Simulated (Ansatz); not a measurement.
# Cl2H6Si2: the cost of one run

The runs use Ansatz 0.2.0, Gaussian basis; PBE0-D4, def2-SVP first, then def2-TZVP.

152 further runs of the same task are left out: 152 set aside as unsound or not needed.

**1. Starting geometry**

The guess: 10 atoms, charge 0, spin multiplicity 1.

Atoms are counted from 1 here; the program's logs count them from 0.

Bond lengths: Si1–H3 1.446 Å, Si1–H4 1.446 Å, Si1–Cl5 2.020 Å, H6–Si7 1.695 Å, Si7–H8 1.459 Å, Si7–H9 1.459 Å, Si7–H10 1.464 Å. Angles: H3–Si1–H4 121.1°, H3–Si1–Cl5 107.5°, H4–Si1–Cl5 107.5°, H6–Si7–H8 99.1°, H6–Si7–H9 99.1°, H6–Si7–H10 132.8°, H8–Si7–H9 111.5°, H8–Si7–H10 106.8°, H9–Si7–H10 106.8°.

Geometry (Å):

```mol
Cl2H6Si2
  3D, bonds by distance, orders not assigned

 10  7  0  0  0  0  0  0  0  0999 V2000
   -0.6108   -0.8504   -0.9667 Si  0  0
    1.2675   -2.0666    1.0893 Cl  0  0
    0.4710   -1.3648   -1.7769 H   0  0
   -1.4737   -1.7391   -0.2209 H   0  0
   -1.7859    0.2729   -2.1651 Cl  0  0
    0.5832   -0.4821    0.6149 H   0  0
    0.3579    1.1939    0.7328 Si  0  0
   -0.1168    1.2671    2.1110 H   0  0
    1.7484    1.6222    0.6219 H   0  0
   -0.4408    2.1468   -0.0403 H   0  0
  1  3  8  0
  1  4  8  0
  1  5  8  0
  6  7  8  0
  7  8  8  0
  7  9  8  0
  7 10  8  0
M  END
```

Distances that are to change: Si1–Si7 2.83 Å, Cl2–H6 1.79 Å, Si1–Cl2 3.04 Å, H6–Si7 1.70 Å.

**2. Relaxing the guess with the reacting distances held**

hold/in.yaml reads:

```yaml
crystal:
  periodic: [false, false, false]
  atoms:
    - {symbol: Si, position_ang: [-0.610800, -0.850400, -0.966700]}
    - {symbol: Cl, position_ang: [1.267500, -2.066600, 1.089300]}
    - {symbol: H, position_ang: [0.471000, -1.364800, -1.776900]}
    - {symbol: H, position_ang: [-1.473700, -1.739100, -0.220900]}
    - {symbol: Cl, position_ang: [-1.785900, 0.272900, -2.165100]}
    - {symbol: H, position_ang: [0.583200, -0.482100, 0.614900]}
    - {symbol: Si, position_ang: [0.357900, 1.193900, 0.732800]}
    - {symbol: H, position_ang: [-0.116800, 1.267100, 2.111000]}
    - {symbol: H, position_ang: [1.748400, 1.622200, 0.621900]}
    - {symbol: H, position_ang: [-0.440800, 2.146800, -0.040300]}
basis:
  gaussian: {orbitals: def2-SVP}
hamiltonian: {xc: pbe0, dispersion: d4}
relax: {f_tol: 0.04, max_steps: 150, escape_saddle: false, constraints: [{distance: [0, 6]}, {distance: [1, 5]}, {distance: [0, 1]}, {distance: [5, 6]}]}
```

On the command line:

```console
$ ansatz run in.yaml --threads 4 --pin off --events-out ev --progress --plain --max-ram 9574MiB
```

**Question.** How long does this run take on 4 threads of Arm Neoverse N1, shared host?

About 14 s.
